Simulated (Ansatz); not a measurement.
# La3RuN4: the cost of one run

Method: DFT PBE, scalar-relativistic, plane waves, PAW, unless a step names another level, in Ansatz 0.2.0.

### Step 1. Starting point

It takes space group P-4m2 (No. 115, tetragonal). The conventional cell has a = 3.911 Å, b = 3.911 Å, c = 9.585 Å, α = 90.00°, β = 90.00°, γ = 90.00°. La (site symmetry 2mm) has 6 N at 2.47 to 2.74 Å in its first shell of neighbours. La (site symmetry -4m2) is surrounded by 4 N at 2.43 Å. Ru (site symmetry -4m2) has 4 N at 1.96 Å in its first shell of neighbours. Around N (site symmetry 2mm) lie 2 Ru at 1.96 Å and 4 La at 2.63 to 2.74 Å. N (site symmetry 2mm) is surrounded by 4 La at 2.43 to 2.47 Å.

As a file:

```cif
data_structure
_symmetry_space_group_name_H-M 'P-4m2'
_symmetry_Int_Tables_number 115
_cell_length_a 3.9108
_cell_length_b 3.9108
_cell_length_c 9.5855
_cell_angle_alpha 90.000
_cell_angle_beta 90.000
_cell_angle_gamma 90.000
_cell_volume 146.60
loop_
_atom_site_label
_atom_site_type_symbol
_atom_site_symmetry_multiplicity
_atom_site_Wyckoff_symbol
_atom_site_fract_x
_atom_site_fract_y
_atom_site_fract_z
_atom_site_occupancy
La1 La 2 f 0.50000 0.50000 0.30846 1
La2 La 1 a 0.00000 0.00000 0.00000 1
Ru1 Ru 1 d 0.00000 0.00000 0.50000 1
N1 N 2 g 0.50000 0.00000 0.50852 1
N2 N 2 g 0.50000 0.00000 0.15057 1
```

It came out lowest among 19 distinct ends of the trial cells. At a tolerance of 0.05 Å it has space group P-4m2 (No. 115).

### Step 2. Relaxing to 0.001 eV/Å, on the response runs' mesh and smearing

File input.yaml:

```yaml
crystal:
  lattice:
    - [3.9107728526, 0.0, 0.0]
    - [0.0, 3.9107728526, 0.0]
    - [0.0, 0.0, 9.5854575574]
  atoms:
    - { symbol: La, position: [0.5, 0.5, 0.3084583312] }
    - { symbol: La, position: [0.0, 0.0, 0.0] }
    - { symbol: La, position: [0.5, 0.5, 0.6915416688] }
    - { symbol: Ru, position: [0.0, 0.0, 0.5] }
    - { symbol: "N", position: [0.5, 0.0, 0.5085164991] }
    - { symbol: "N", position: [0.0, 0.5, 0.4914835009] }
    - { symbol: "N", position: [0.5, 0.0, 0.1505688936] }
    - { symbol: "N", position: [0.0, 0.5, 0.8494311064] }
basis:
  ecutwfc: 420
kpoints:
  mp_grid: { grid: [8, 8, 4] }
hamiltonian:
  xc: pbe
scf:
  occupations: { method: gaussian, width: 0.1 }
output:
  forces: true
  stress: true
  eigenvalues: true
relax:
  adjacent_minimum: "off"
  f_tol: 0.001
  max_steps: 60
  cell: { stress_tol: 0.01 }
```

On the command line:

```bash
$ ansatz run input.yaml --threads 3 --pin off --max-ram 7680MiB --backend cpu --events-out ev --progress --plain --runs-dir out
```

Q: Estimate wall time and peak memory on 3 threads of AMD EPYC 9R45 (Zen 5), shared host.

About 21 s, with a peak of 0.61 GiB.
